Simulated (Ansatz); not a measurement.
# CsLa5: the cost of one run

Method: DFT PBE, scalar-relativistic, plane waves, PAW, in Ansatz 0.2.0.

## Step 1: The system as given

The structure is hexagonal, space group P6/mmm (No. 191). Conventional cell: a = 6.872 Å, b = 6.872 Å, c = 5.446 Å, α = 90.00°, β = 90.00°, γ = 120.00°. Cs (site symmetry 6/mmm) has 18 La at 3.97 to 4.38 Å as nearest neighbours. La (site symmetry -6m2) is surrounded by 6 La at 3.37 Å. La (site symmetry mmm) has 8 La at 3.37 to 3.44 Å as nearest neighbours.

Coordinates:

```xyz
6
Lattice="6.8718 0.0000 0.0000 -3.4359 5.9512 0.0000 0.0000 0.0000 5.4458" Properties=species:S:1:pos:R:3 pbc="T T T"
Cs    0.0000    0.0000    0.0000
La    0.0000    3.9674    0.0000
La    3.4359    1.9837    0.0000
La    3.4359    0.0000    2.7229
La    1.7180    2.9756    2.7229
La   -1.7180    2.9756    2.7229
```

The cell is invented: species swapped into a database cell of SmCo5 (P6/mmm, No. 191), with Cs on the Sm sites and La on the Co sites. Its size is a rough estimate.

## Step 2: A first look at the guess

input.yaml

```yaml
crystal:
  lattice:
    - [6.87180192, 0.0, 0.0]
    - [-3.43590096, 5.95115504, 0.0]
    - [0.0, 0.0, 5.44578631]
  atoms:
    - { symbol: Cs, position: [0.0, 0.0, 0.0] }
    - { symbol: La, position: [0.33333333, 0.66666667, 0.0] }
    - { symbol: La, position: [0.66666667, 0.33333333, 0.0] }
    - { symbol: La, position: [0.5, 0.0, 0.5] }
    - { symbol: La, position: [0.5, 0.5, 0.5] }
    - { symbol: La, position: [0.0, 0.5, 0.5] }
basis:
  ecutwfc: 420
kpoints:
  mp_grid: { grid: [3, 3, 4] }
hamiltonian:
  xc: pbe
scf:
  occupations: { method: gaussian, width: 0.1 }
  lower_state_search: "off"
output:
  forces: true
  stress: true
  eigenvalues: true
```

The run is started by

```
$ ansatz run input.yaml --threads 1 --pin off --max-ram 2560MiB --backend cpu --events-out ev --progress --plain --runs-dir out
```

**Question.** How long does this run take on 1 thread of AMD EPYC 9R45 (Zen 5), shared host, and how much memory does it need?

About 3.4 s, with a peak of 0.61 GiB.
